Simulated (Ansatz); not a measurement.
## Hf2Pd2Se2Br2O3 under changes of volume

One of the cells (22.261 Å³/atom); the others are scaled copies at fixed shape and fractional positions:

```
CELL_PARAMETERS angstrom
5.75899 0.00000 0.00000
-2.87949 4.98743 0.00000
0.00000 0.00000 8.52547
ATOMIC_POSITIONS crystal
Hf 0.33333 0.66667 0.54201
Hf 0.66667 0.33333 0.54201
Pd 0.33333 0.66667 0.12880
Pd 0.66667 0.33333 0.12880
Se 0.33333 0.66667 0.85572
Se 0.66667 0.33333 0.85572
Br 0.00000 0.00000 0.13895
Br 0.00000 0.00000 0.65384
O 0.50000 0.00000 0.42963
O 0.00000 0.50000 0.42963
O 0.50000 0.50000 0.42963
```

The cell was built by a generator and needn't be a form met in nature.

| Property | Result |
| --- | --- |
| Program | Ansatz 0.2.0 |
| Functional | PBE |
| Potentials or basis | all-electron LAPW, scalar-relativistic |
| Cutoff | 454 eV (chosen from the basis error) |
| Basis error allowed | 0.003 eV/atom |
| k mesh | 4 × 4 × 2 |
| Occupations | fermi-dirac, width 0.05 eV |
| Spin | no spin polarisation |

| volume (Å³/atom) | energy over the lowest point (meV/atom) | pressure (GPa) | largest force (eV/Å) |
| --- | --- | --- | --- |
| 20.926 | 20.54 | 5.4 | 1.246 |
| 21.371 | 8.54 | 3.4 | 0.764 |
| 21.816 | 1.88 | 1.5 | 0.339 |
| 22.261 | 0.00 | -0.1 | 0.096 |
| 22.706 | ? | ? | ? |
| 23.152 | 8.73 | -2.9 | 0.835 |
| 23.597 | 18.49 | -4.0 | 1.165 |

**Question.** What does the run at 22.706 Å³/atom give?

**Answer.** Energy over the lowest point 2.44 meV/atom; pressure -1.6 GPa; largest force 0.479 eV/Å.

Worked out: A Birch-Murnaghan fit of order 3 (a polynomial in V^(-2/3)) to the other rows has its minimum at 22.22 Å³/atom with B0 = V·E''(V) = 78 GPa and B' = 4.4 at fixed shape and positions, which overstates the stiffness. It gives 2.43 meV/atom at 22.706 Å³/atom, against the run's 2.44, and -dE/dV = -1.6 GPa, against -1.6.

Energies are extrapolated to zero smearing.

Caveats: all runs use coarse meshes; the k mesh is thin for a metal, which can move the energy by tens of meV per atom; forces of over 1 eV/Å show positions far from the minimum, so gaps and moduli don't describe the material at rest (some runs).
